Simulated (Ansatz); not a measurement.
# GeS: a point defect seen from the nuclei (O on an S site), part 2 of 2

How do the nuclei near a point defect see it? The defect is O on an S site in GeS (cell charge 0), first unrelaxed. The cell is a supercell built from a computed entry of the Materials Project. Planned: a single point, then a relaxation.

Ansatz 0.2.0; DFT, PBE, plane-wave PAW, default files, scalar-relativistic.

### 3 Ions relaxed

The input, input.yaml:

```yaml
crystal:
  lattice:
    - [10.78075161, 0.0, 0.0]
    - [0.0, 10.80942111, 0.0]
    - [0.0, 0.0, 9.04625026]
  atoms:
    - { symbol: Ge, position: [0.87224634, 0.0833333333, 0.183445525] }
    - { symbol: Ge, position: [0.87224634, 0.0833333333, 0.683445525] }
    - { symbol: Ge, position: [0.87224634, 0.4166666667, 0.183445525] }
    - { symbol: Ge, position: [0.87224634, 0.4166666667, 0.683445525] }
    - { symbol: Ge, position: [0.87224634, 0.75, 0.183445525] }
    - { symbol: Ge, position: [0.87224634, 0.75, 0.683445525] }
    - { symbol: Ge, position: [0.12775366, 0.25, 0.316554475] }
    - { symbol: Ge, position: [0.12775366, 0.25, 0.816554475] }
    - { symbol: Ge, position: [0.12775366, 0.5833333333, 0.316554475] }
    - { symbol: Ge, position: [0.12775366, 0.5833333333, 0.816554475] }
    - { symbol: Ge, position: [0.12775366, 0.9166666667, 0.316554475] }
    - { symbol: Ge, position: [0.12775366, 0.9166666667, 0.816554475] }
    - { symbol: Ge, position: [0.62775366, 0.25, 0.433445525] }
    - { symbol: Ge, position: [0.62775366, 0.25, 0.933445525] }
    - { symbol: Ge, position: [0.62775366, 0.5833333333, 0.433445525] }
    - { symbol: Ge, position: [0.62775366, 0.5833333333, 0.933445525] }
    - { symbol: Ge, position: [0.62775366, 0.9166666667, 0.433445525] }
    - { symbol: Ge, position: [0.62775366, 0.9166666667, 0.933445525] }
    - { symbol: Ge, position: [0.37224634, 0.0833333333, 0.066554475] }
    - { symbol: Ge, position: [0.37224634, 0.0833333333, 0.566554475] }
    - { symbol: Ge, position: [0.37224634, 0.4166666667, 0.066554475] }
    - { symbol: Ge, position: [0.37224634, 0.4166666667, 0.566554475] }
    - { symbol: Ge, position: [0.37224634, 0.75, 0.066554475] }
    - { symbol: Ge, position: [0.37224634, 0.75, 0.566554475] }
    - { symbol: O, position: [0.65483072, 0.0833333333, 0.257394085] }
    - { symbol: S, position: [0.65483072, 0.0833333333, 0.757394085] }
    - { symbol: S, position: [0.65483072, 0.4166666667, 0.257394085] }
    - { symbol: S, position: [0.65483072, 0.4166666667, 0.757394085] }
    - { symbol: S, position: [0.65483072, 0.75, 0.257394085] }
    - { symbol: S, position: [0.65483072, 0.75, 0.757394085] }
    - { symbol: S, position: [0.34516928, 0.25, 0.242605915] }
    - { symbol: S, position: [0.34516928, 0.25, 0.742605915] }
    - { symbol: S, position: [0.34516928, 0.5833333333, 0.242605915] }
    - { symbol: S, position: [0.34516928, 0.5833333333, 0.742605915] }
    - { symbol: S, position: [0.34516928, 0.9166666667, 0.242605915] }
    - { symbol: S, position: [0.34516928, 0.9166666667, 0.742605915] }
    - { symbol: S, position: [0.84516928, 0.25, 0.007394085] }
    - { symbol: S, position: [0.84516928, 0.25, 0.507394085] }
    - { symbol: S, position: [0.84516928, 0.5833333333, 0.007394085] }
    - { symbol: S, position: [0.84516928, 0.5833333333, 0.507394085] }
    - { symbol: S, position: [0.84516928, 0.9166666667, 0.007394085] }
    - { symbol: S, position: [0.84516928, 0.9166666667, 0.507394085] }
    - { symbol: S, position: [0.15483072, 0.0833333333, 0.492605915] }
    - { symbol: S, position: [0.15483072, 0.0833333333, 0.992605915] }
    - { symbol: S, position: [0.15483072, 0.4166666667, 0.492605915] }
    - { symbol: S, position: [0.15483072, 0.4166666667, 0.992605915] }
    - { symbol: S, position: [0.15483072, 0.75, 0.492605915] }
    - { symbol: S, position: [0.15483072, 0.75, 0.992605915] }
kpoints:
  mp_grid: { grid: [2, 2, 2] }
scf:
  occupations: { method: fermi_dirac, width: 0.01 }
hamiltonian:
  xc: pbe
  pseudopotentials: { kind: paw }
output:
  forces: true
  stress: true
  populations: true
  efg:
    quadrupole_moments_barn: { Ge: -0.196, O: -0.02558, S: -0.0694 }
    contact_densities: true
  write_density: true
  write_potential: true
  elf: true
  volumetric_format: npy
relax:
  f_tol: 0.03
  max_steps: 40
```

Started as:

```sh
$ ansatz run input.yaml --threads 4 --pin off --max-ram 8192MiB --backend cpu --events-out ev --progress --plain --runs-dir out
```

What it wrote:

```text
[... 1 line left out ...]
Warning: RAYON_NUM_THREADS=4 ignored (pool sized by the plan → 4); use --threads N
Engine: ansatz 0.2.0, aarch64-unknown-linux-gnu
Pseudopotentials: kind: paw
Pseudopotential: Ge, paw, valence charge 14, recommended cutoff 420 eV (normal), Ge.paw.azcp
Pseudopotential: O, paw, valence charge 6, recommended cutoff 420 eV (normal), O.paw.azcp
Pseudopotential: S, paw, valence charge 6, recommended cutoff 420 eV (normal), S.paw.azcp
Functional definition: PBE
  parameter kappa = 0.804
  parameter beta = 0.06672455060314922
  exchange = pbe_x(kappa = kappa, mu = beta*pi^2/3)
  correlation = pbe_c(beta = beta)
Crystal: 48 atoms, lattice volume = 1054.193 Å³
Basis set: ecut = 420 eV, 20551 PW (Γ), exchange–correlation on 150×150×128 points (8 copies of the dense FFT grid, shifted against one another)
Bands: 288, of which v1, the nominal top of the filled ones, is band 240 counted from 1 (239 counted from 0)
Symmetry: 2 space group operations
Space group: Pm (ITA 6), of the structure as read, at distance tolerance 1.0e-4 Å
k-points: 8
Non-local potential: Ge, projectors of the file, l = 0: 2, l = 1: 2, l = 2: 3, l = 3: 1
Non-local potential: O, projectors of the file, l = 0: 2, l = 1: 2, l = 2: 1
Non-local potential: S, projectors of the file, l = 0: 2, l = 1: 2, l = 2: 2
PAW form: soft (Blöchl's): semilocal exchange-correlation on the pseudo side does not see the compensation charge
PAW one-centre angular grid: Ge, 590 points (default); XC on 64 Gauss nodes
PAW one-centre angular grid: O, 110 points (default); XC on 64 Gauss nodes
PAW one-centre angular grid: S, 110 points (default); XC on 64 Gauss nodes
Initial density: superposition of atomic densities (neutral atoms: chi_scale 0, normalization atom), corrected by the library's trained network
Initial wavefunctions: pseudopotential atomic-orbital guess
Functional: x = pbe(κ = 0.804, μ = 0.2195149727645171), c = pbe(β = 0.06672455060314922)
SCF iter   1: F=—  HF=-124404.590114 eV  |F-HF|=—  |Δ(HF+E_count)|=         —  Δρ=2.30e-3  dr2=9.33e-2  ethr=1.77e-3  ⟨swp⟩=6.0  Hψ=8656  notcnv=0  defer=6
preconditioner: auto → Resta (q_TF=auto, 2.393 Å⁻¹)  ε∞=2.9  [insulator: Δε(μ)=1.023 eV  Ē_g=18.137 eV  σ=0.010 eV  W_gap=1.00  n_scr=238 (ndim 8)  ℏωp=25.1 eV  f_vac=0.001  D(μ)=0.00/eV (n_scr^D=0)  ε∞_Penn≈2.9]
SCF iter   2: F=—  HF=-124404.563141 eV  |F-HF|=—  |Δ(HF+E_count)|=   2.70e-2  Δρ=1.01e-3  dr2=1.65e-2  ethr=1.94e-5  ⟨swp⟩=2.0  Hψ=3665  notcnv=0  defer=335
SCF iter   3: F=—  HF=-124404.561968 eV  |F-HF|=—  |Δ(HF+E_count)|=   1.17e-3  Δρ=2.38e-4  dr2=6.13e-4  ethr=3.44e-6  ⟨swp⟩=2.0  Hψ=2786  notcnv=0  defer=335
SCF iter   4: F=—  HF=-124404.562085 eV  |F-HF|=—  |Δ(HF+E_count)|=   1.17e-4  Δρ=9.53e-5  dr2=8.15e-5  ethr=1.28e-7  ⟨swp⟩=2.0  Hψ=3889  notcnv=0  defer=335
iter 5 did not close the SCF: its close was put off for the readings that it lacked (scf_convergence_deferred on its scf_iter line)
SCF iter   5: F=-124404.562125 eV  HF=-124404.562119 eV  |F-HF|=5.67e-6  |Δ(HF+E_count)|=   3.44e-5  Δρ=2.52e-5  dr2=7.31e-6  ethr=1.70e-8  ⟨swp⟩=2.0  Hψ=3889  notcnv=0  defer=335
SCF iter   6: F=-124404.562126 eV  HF=-124404.562126 eV  |F-HF|=5.31e-7  |Δ(HF+E_count)|=   6.70e-6  Δρ=7.22e-6  dr2=5.87e-7  ethr=1.52e-9  ⟨swp⟩=6.0  Hψ=13863  notcnv=0
SCF 1 converged in 6 iterations: F = -124404.562126 eV  dr2 = 5.87e-7
relax step   1: F+E_penalty+E_count = -124404.56212637 eV  Δ(F+E_penalty+E_count) = +0.000e0 eV  max|allowed force component| = 1.586e0 eV/Å  Δτ_max = 0.0000 Å  (6 SCF iters, dr2 threshold 2.25e-5 eV, accepted)
[... 12 lines left out ...]
relax step   2: F+E_penalty+E_count = -124405.64087519 eV  Δ(F+E_penalty+E_count) = -1.079e0 eV  max|allowed force component| = 9.943e-1 eV/Å  Δτ_max = 0.1943 Å  (6 SCF iters, dr2 threshold 1.00e-4 eV, accepted)
[... 28 lines left out ...]
relax step   5: F+E_penalty+E_count = -124406.03752602 eV  Δ(F+E_penalty+E_count) = +1.791e-2 eV  max|allowed force component| = 2.650e-1 eV/Å  Δτ_max = 0.1253 Å  (7 SCF iters, dr2 threshold 1.24e-6 eV, rejected (line search))
[... 74 lines left out ...]
            electrostatic potential = -4319.536495 V   contact ρ = 210298.408619 e/Å³
  atom  25  O  V_zz =    -8.525705   η = 0.0055   by run symmetry: allowed   C_q = +5.2733 MHz
            electrostatic potential = -621.150355 V   contact ρ = 2159.772462 e/Å³
  atom  26  S  V_zz =    -6.015424   η = 0.2977   by run symmetry: allowed   C_q = +10.0944 MHz
            electrostatic potential = -1632.650847 V   contact ρ = 19770.636505 e/Å³
  atom  27  S  V_zz =    -6.369442   η = 0.2720   by run symmetry: allowed   C_q = +10.6885 MHz
            electrostatic potential = -1632.694929 V   contact ρ = 19770.696881 e/Å³
  atom  28  S  V_zz =    -6.070400   η = 0.1951   by run symmetry: allowed   C_q = +10.1866 MHz
            electrostatic potential = -1632.615457 V   contact ρ = 19770.577975 e/Å³
  atom  29  S  V_zz =    -6.369442   η = 0.2720   by run symmetry: allowed   C_q = +10.6885 MHz
            electrostatic potential = -1632.694929 V   contact ρ = 19770.696881 e/Å³
  atom  30  S  V_zz =    -6.070400   η = 0.1951   by run symmetry: allowed   C_q = +10.1866 MHz
            electrostatic potential = -1632.615457 V   contact ρ = 19770.577975 e/Å³
  atom  31  S  V_zz =    -5.969624   η = 0.1636   by run symmetry: allowed   C_q = +10.0175 MHz
            electrostatic potential = -1632.648599 V   contact ρ = 19770.628968 e/Å³
  atom  32  S  V_zz =    -5.771967   η = 0.2393   by run symmetry: allowed   C_q = +9.6858 MHz
            electrostatic potential = -1632.626113 V   contact ρ = 19770.634205 e/Å³
  atom  33  S  V_zz =    -5.884714   η = 0.1469   by run symmetry: allowed   C_q = +9.8750 MHz
            electrostatic potential = -1632.636835 V   contact ρ = 19770.591648 e/Å³
  atom  34  S  V_zz =    -6.407238   η = 0.1153   by run symmetry: allowed   C_q = +10.7519 MHz
            electrostatic potential = -1632.616310 V   contact ρ = 19770.471497 e/Å³
  atom  35  S  V_zz =    -5.969624   η = 0.1636   by run symmetry: allowed   C_q = +10.0175 MHz
            electrostatic potential = -1632.648599 V   contact ρ = 19770.628968 e/Å³
  atom  36  S  V_zz =    -5.771967   η = 0.2393   by run symmetry: allowed   C_q = +9.6858 MHz
            electrostatic potential = -1632.626113 V   contact ρ = 19770.634205 e/Å³
  atom  37  S  V_zz =    -6.475716   η = 0.3290   by run symmetry: allowed   C_q = +10.8668 MHz
            electrostatic potential = -1632.713274 V   contact ρ = 19770.537485 e/Å³
  atom  38  S  V_zz =    -6.321785   η = 0.1786   by run symmetry: allowed   C_q = +10.6085 MHz
            electrostatic potential = -1632.654120 V   contact ρ = 19770.422430 e/Å³
  atom  39  S  V_zz =    -5.869954   η = 0.1960   by run symmetry: allowed   C_q = +9.8503 MHz
            electrostatic potential = -1632.648763 V   contact ρ = 19770.595750 e/Å³
  atom  40  S  V_zz =    -6.313901   η = 0.1846   by run symmetry: allowed   C_q = +10.5953 MHz
            electrostatic potential = -1632.611402 V   contact ρ = 19770.627565 e/Å³
  atom  41  S  V_zz =    -6.475716   η = 0.3290   by run symmetry: allowed   C_q = +10.8668 MHz
            electrostatic potential = -1632.713274 V   contact ρ = 19770.537485 e/Å³
  atom  42  S  V_zz =    -6.321785   η = 0.1786   by run symmetry: allowed   C_q = +10.6085 MHz
            electrostatic potential = -1632.654120 V   contact ρ = 19770.422430 e/Å³
  atom  43  S  V_zz =    -5.950294   η = 0.1738   by run symmetry: allowed   C_q = +9.9851 MHz
            electrostatic potential = -1632.643941 V   contact ρ = 19770.549983 e/Å³
  atom  44  S  V_zz =    -6.003131   η = 0.1554   by run symmetry: allowed   C_q = +10.0738 MHz
            electrostatic potential = -1632.620863 V   contact ρ = 19770.685098 e/Å³
  atom  45  S  V_zz =    -6.124303   η = 0.2030   by run symmetry: allowed   C_q = +10.2771 MHz
            electrostatic potential = -1632.640780 V   contact ρ = 19770.567835 e/Å³
  atom  46  S  V_zz =    -6.052304   η = 0.1678   by run symmetry: allowed   C_q = +10.1563 MHz
            electrostatic potential = -1632.628631 V   contact ρ = 19770.598901 e/Å³
  atom  47  S  V_zz =    -6.124303   η = 0.2030   by run symmetry: allowed   C_q = +10.2771 MHz
            electrostatic potential = -1632.640780 V   contact ρ = 19770.567835 e/Å³
  atom  48  S  V_zz =    -6.052304   η = 0.1678   by run symmetry: allowed   C_q = +10.1563 MHz
            electrostatic potential = -1632.628631 V   contact ρ = 19770.598901 e/Å³
--- Band table (eV; the first three rows and the last of 8) ---
[... 4 lines left out ...]
--- Relaxed structure (7 steps of the walk, 6 accepted, 0 SCFs on fresh bases) ---
  F+E_penalty+E_count = -124406.07504421 eV   max|allowed force component| = 1.144e-2 eV/Å
  atoms:
[... 48 lines left out ...]
--- Löwdin populations: 48 sites ---
  site symbol       q [e]
[... 48 lines left out ...]
  spilling = 0.003538 (of n_electrons = 480.000000)
```

Run time: 6.3 min. Hardware: 4 threads of Arm Neoverse V2, shared host; peak memory 6.5 GiB.

Step by step:

| step | energy change (eV) | largest force component (eV/Å) |
| --- | --- | --- |
| 1 | 0.0000 | 1.586 |
| 2 | -1.0787 | 0.994 |
| 3 | -1.4241 | 0.616 |
| 4 | -1.4933 | 0.141 |
| 5 (rejected) | -1.4754 | 0.265 |
| 6 | -1.5112 | 0.072 |
| 7 | -1.5129 | 0.011 |

Atom 25 (O) moved farthest, 0.458 Å; the mean move was 0.073 Å.

State: gap on the mesh 1.16 eV, largest force 0.015 eV/Å, pressure 0.3 GPa.

Against step 2 (V_zz in 10²¹ V/m²; 11 of 32 rows, with the four largest changes of size):

| site | atoms | V_zz, PBE | V_zz, PBE relaxed | η, PBE | η, PBE relaxed |
| --- | --- | --- | --- | --- | --- |
| O | 25 | -4.27 | -8.53 | 0.07 | 0.01 |
| Ge13 | 13, 17 | -9.27 | -8.55 | 0.84 | 0.42 |
| Ge1 | 1 | 9.14 | -7.90 | 0.90 | 0.17 |
| Ge14 | 14, 18 | -8.18 | -8.19 | 0.28 | 0.24 |
| Ge19 | 19 | -8.21 | -8.00 | 0.29 | 0.14 |
| S37 | 37, 41 | -6.29 | -6.48 | 0.15 | 0.33 |
| S38 | 38, 42 | -6.54 | -6.32 | 0.07 | 0.18 |
| S27 | 27, 29 | -6.39 | -6.37 | 0.22 | 0.27 |
| S31 | 31, 35 | -6.58 | -5.97 | 0.12 | 0.16 |
| Ge15 | 15 | -8.45 | -7.70 | 0.26 | 0.26 |
| S32 | 32, 36 | -6.56 | -5.77 | 0.10 | 0.24 |

The printed gradients, by site: 11 of 32, those nearest the defect, the farthest of each element and the two largest gradients.

```csv
site,atoms,distance from the defect (Å),V_zz (10²¹ V/m²),η,C_Q (MHz)
O,25,0.00,-8.53,0.01,5.27 (¹⁷O)
Ge1,1,2.01,-7.90,0.17,37.5 (⁷³Ge)
Ge13,"13, 17",2.03,-8.55,0.42,40.5 (⁷³Ge)
S38,"38, 42",3.19,-6.32,0.18,10.6 (³³S)
S37,"37, 41",3.45,-6.48,0.33,10.9 (³³S)
S27,"27, 29",3.60,-6.37,0.27,10.7 (³³S)
Ge14,"14, 18",3.77,-8.19,0.24,38.8 (⁷³Ge)
Ge19,19,4.01,-8.00,0.14,37.9 (⁷³Ge)
S31,"31, 35",4.12,-5.97,0.16,10.0 (³³S)
S34,34,7.77,-6.41,0.12,10.8 (³³S)
Ge10,10,8.31,-7.85,0.33,37.2 (⁷³Ge)
```

Direction of the V_zz axis (Cartesian unit vector):

| site | atom | x | y | z |
| --- | --- | --- | --- | --- |
| Ge1 | 1 | 0.82 | 0.00 | 0.57 |
| Ge2 | 2 | 0.74 | 0.00 | 0.67 |
| Ge3 | 3 | 0.81 | 0.08 | 0.59 |
| Ge4 | 4 | 0.77 | -0.02 | 0.64 |
| Ge7 | 7 | 0.74 | 0.00 | 0.67 |
| Ge8 | 8 | 0.76 | 0.00 | 0.65 |
| Ge9 | 9 | 0.77 | 0.00 | 0.64 |
| Ge10 | 10 | 0.75 | 0.00 | 0.66 |
| Ge13 | 13 | 0.89 | 0.10 | -0.44 |
| Ge14 | 14 | 0.78 | 0.03 | -0.62 |

The sizes of the gradients above 0.15 moved by 5 % in the median, 100 % at the site that moves most (small gradients counted from 0.15; O, -4.27 to -8.53), with a change of sign at Ge1.

Density in a lattice plane of the grid's cell (edges 10.78 and 9.05 Å, at 0.083 of the third edge), which holds Ge and O and S.

Values in e/Å³, 10 rows by 12 columns:
```
 0.04  0.33  0.67  0.15  0.08  0.08  0.04  0.11  0.19  0.06  0.04  0.03
 0.07  0.06  0.07  0.04  0.06  0.04  0.04  0.62  1.04  0.37  0.22  0.26
 0.18  0.04  0.03  0.05  0.18  0.14  0.07  0.72  1.01  0.52  4.28  7.56
 0.09  0.29  0.60  0.26  3.84  3.81  0.13  0.10  0.17  0.11  0.47  0.55
 0.06  0.91  0.26  0.59  0.85  0.87  0.11  0.07  0.06  0.04  0.09  0.07
 0.03  0.30  0.68  0.16  0.07  0.07  0.04  0.10  0.31  0.14  0.05  0.04
 0.06  0.06  0.07  0.04  0.05  0.04  0.02  0.15  5.50  1.59  0.39  0.32
 0.07  0.04  0.06  0.06  0.17  0.12  0.01  0.06  0.72  0.45 15.64  2.95
 0.06  0.31  0.58  0.26  4.18  2.27  0.09  0.02  0.02  0.07  0.40  0.26
 0.06  0.98  0.37  0.56  1.26  0.94  0.10  0.04  0.03  0.04  0.09  0.05
```
Columns run along the first of these edges and rows up along the second, over one cell in 12 and 10 even steps from the bottom left corner. Atoms in the plane (fractional): Ge at (0.86, 0.20), Ge at (0.88, 0.68), Ge at (0.37, 0.06), Ge at (0.37, 0.57), O at (0.69, 0.29), S at (0.65, 0.75), S at (0.15, 0.50), S at (0.15, 1.00).

ELF in the same plane.

Ten even steps from ' ' (0.01) to '@' (0.92):
```
  ++%%####%%**--==**##**..    ....              
  ..==**##++::    ....      --**##++::          
..    ....                ==%%%%##%%**::==**##**
++              ....    ..##@@--  %%%%====--++##
**    ....    ..::::::..  **@@@@%%@@##--..  ..**
::..**%%%%**--::::..--==::..**%%%%**--::::..--==
  **@@@@%%@@##--    ..**++    ....    ..::::::..
..%%@@::  %%%%====--**##==              ....    
  ++%%####%%**::==**##++..  ........            
  ..==**##**::                ::**##++..  ....  
..    ......                ::####**%%----**##**
==              ....        ==@@%%##%%--::::++%%
==    ....    ..::::::..    ..**%%##--::    --**
  ..**%%%%++::::::::--++==          ..::::::====
  ##@@@@%%@@**--    ::****..          ..::::..  
..%%@@..  %%%%==----++%%++                      
```
Columns run along the first of these edges and rows up along the second, over one cell in 24 and 16 even steps from the bottom left corner. Atoms in the plane (fractional): Ge at (0.86, 0.20), Ge at (0.88, 0.68), Ge at (0.37, 0.06), Ge at (0.37, 0.57), O at (0.69, 0.29), S at (0.65, 0.75), S at (0.15, 0.50), S at (0.15, 1.00).

Both are smooth fields of the valence electrons: close to the nuclei they are not physical.

Outside the cores ELF peaks at 0.93 beside S, off the lines to its neighbours, 0.8 Å from S; 0.88 on the S–Ge line, 0.8 Å from S; 0.88 in the shell around S, 0.8 Å from S.

### 4 Simulated spectra, from step 3

⁷³Ge (I = 9/2, Q = -196.0 mb) at 35.2 T, Larmor frequency 52.4 MHz. Second-order quadrupolar shifts of the central transition; chemical shifts are not computed, so all sites share one zero.

| site | count | C_Q (MHz) | η | ν_Q (MHz) | δ_QIS (ppm) |
| --- | --- | --- | --- | --- | --- |
| Ge1 | 1 | 37.5 | 0.17 | 1.56 | -715.0 |
| Ge13 | 2 | 40.5 | 0.42 | 1.69 | -878.2 |
| Ge14 | 2 | 38.8 | 0.24 | 1.62 | -775.9 |
| Ge19 | 1 | 37.9 | 0.14 | 1.58 | -729.6 |
| Ge10 | 1 | 37.2 | 0.33 | 1.55 | -724.3 |

⁷³Ge central transition, static powder:

(kHz, intensity): (-220.4, 0), (-200.4, 8), (-180.3, 12), (-160.2, 30), (-140.2, 58), (-120.1, 80), (-100.0, 99), (-80.0, 88), (-59.9, 71), (-39.8, 65), (-19.7, 62), (0.3, 58), (20.4, 54), (40.5, 69), (60.5, 100), (80.6, 43), (100.7, 8), (120.7, 0)

### 5 What came out

What follows sums up all 2 parts.

```
                            quantity                                                                                                                                      value
                      state (step 3)                                                                        gap on the mesh 1.16 eV, largest force 0.015 eV/Å, pressure 0.3 GPa
    V_zz by site, step 3 (10²¹ V/m²)                                                 O -8.53, Ge1 -7.90, Ge13 -8.55, S38 -6.32, S37 -6.48, S27 -6.37, Ge14 -8.19, Ge19 -8.00, …
         largest C_Q in size, step 3                                                                                                                     40.5 MHz, ⁷³Ge at Ge13
step 3 (ions relaxed) against step 2  5 % in the median, 100 % at the site that moves most (small gradients counted from 0.15; O, -4.27 to -8.53), with a change of sign at Ge1
```

Site Ge13 (1 O at 2.03 Å, 2 S at 2.47–2.49 Å) carries the largest gradient. The runs allow no spin. The relaxation kept the symmetry Pm, so a distorted place of lower energy may have been missed. Moves of at most 0.46 Å on relaxation changed gradients by up to 100 % in size at the worst site (5 % in the median) (gradients over 0.15 counted), so at some sites the starting positions were a poor guide. At 35.2 T the ⁷³Ge line of the largest coupling listed spans about 310 kHz, too broad for magic-angle spinning to narrow; it calls for wide-line methods. The defect repeats with the cell of 48 atoms, so it feels its images: sites between two images don't show the values beside a lone defect, and zeros or small values of η there can come from the images' arrangement. Ge and S carry a gradient in the pure host already, so the values there aren't the defect's effect alone. The relaxation keeps the site symmetry m of the start, so the impurity can move only within its mirror plane; a start off the site could end lower.

The gaps are Kohn-Sham values of a semilocal functional, not quasiparticle or optical gaps. Such gaps usually fall short of the measured ones.
